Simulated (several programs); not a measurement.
**What each method gives for SnGeTe2 (ordering on rocksalt)**

An ordered 4-atom cell of SnGeTe2 on the rocksalt lattice (R-3m), relaxed with r2SCAN in Ansatz, was computed with several methods. The symmetry is R-3m (No. 166, trigonal); conventional cell a = 4.362 Å, c = 21.444 Å, 29.44 Å³ an atom. Ge is surrounded by 6 Te at 3.02 Å; Sn is surrounded by 6 Te at 3.16 Å; Te is surrounded by 3 Ge at 3.02 Å and 3 Sn at 3.16 Å. Computed, not measured; no magnetism was allowed, and whether the structure is a known phase isn't checked.

```yaml
crystal:
  lattice:
    - [2.18097, 1.25918, 7.14793]
    - [-2.18097, 1.25918, 7.14793]
    - [0.00000, -2.51836, 7.14793]
  atoms:
    - { symbol: Ge, position: [0.00000, 0.00000, 0.00000] }
    - { symbol: Sn, position: [0.50000, 0.50000, 0.50000] }
    - { symbol: Te, position: [0.25579, 0.25579, 0.25579] }
    - { symbol: Te, position: [0.74421, 0.74421, 0.74421] }
```

Gaps and times are for a single point on this cell; volume and bulk modulus come from each method's own relaxation or energy curve at fixed shape, which is too stiff where a cell has free coordinates or axes. Times are rough, from shared hosts (Arm Neoverse V1; Intel Xeon Processor @ 2.50GHz), and each method has its own mesh and cell size. A double dagger marks a value from a curve with shape and coordinates held. A star marks a curve whose lowest point is an end point. PM6 (MOPAC), PM7 (MOPAC), GFN1-xTB (tblite) treat a cluster of cells at its zone centre, which samples few k points: where these miss a band edge, the gap comes out too large for that reason alone. Gaps from k meshes are read at a limited set of points (mesh, symmetry points, PBE's band edges), so each method's own least gap may be somewhat smaller. xTB and the PM methods were fitted mostly to molecules, and can miss a solid's gap by electronvolts. Minimal bases can be far off for gaps. Times of the plane-wave rungs are withheld (a dash), since they come from other jobs, hosts and meshes; the meshes of hybrids and Hartree-Fock don't converge their gaps to the digits shown. Curves at held shape can't give the bulk modulus of a layered or molecular crystal, so none is listed. GLLB-SC's gap includes the derivative discontinuity. G0W0 is at finite bands, cutoff and mesh. d marks a direct gap, i an indirect one (no mark: not told apart), a dash a value that wasn't computed or didn't pass its checks.

| method | kind | gap (eV) | own volume (Å³/atom) | bulk modulus (GPa) | atoms computed | processor time |
| --- | --- | --- | --- | --- | --- | --- |
| light PBE (260 eV, its own mesh) | light plane-wave | 0.23 i | – | – | 4 | 2.5 s |
| PBE/single zeta (GPAW) | small basis | 0.22 i | – | – | 4 | 6.1 s |
| GFN1-xTB (tblite) | tight binding | 0 | – | – | cluster | 11 s |
| PM6 (MOPAC) | semi-empirical | 2.43 | – | – | cluster | 11 s |
| PBE | semilocal | 0.23 i | 29.97 | – | 4 | – |
| PBE/SZV (CP2K) | small basis | 0.35 i | 32.70*‡ | – | 4 | 24 s |
| PM7 (MOPAC) | semi-empirical | 4.41 | – | – | cluster | 26 s |
| r2SCAN | semilocal | 0.25 i | 29.44 | – | 4 | – |
| PBE/DZVP (CP2K) | small basis | 0.25 i | 30.48‡ | – | 4 | 44 s |
| GLLB-SC (GPAW) | model potential | 0.52 | – | – | 4 | 100 s |
| G0W0@PBE (140 eV screening cutoff) | many-body | 0.35 | – | – | 4 | – |

Against r2SCAN (0.25 eV) the nearest gap at the points sampled is that of PBE/DZVP (CP2K) (+0.01 eV) and the farthest that of PM7 (MOPAC) (+4.16 eV). r2SCAN is only a yardstick of convenience: semilocal gaps usually lie below measured ones, which GLLB-SC and hybrids aim to mend.

Volumes against r2SCAN's: PBE +1.8 %.

Runs without a result: GFN2-xTB (tblite) (single point).

Spin-orbit coupling is left out, which matters wherever the heavy atoms make up the band edges.
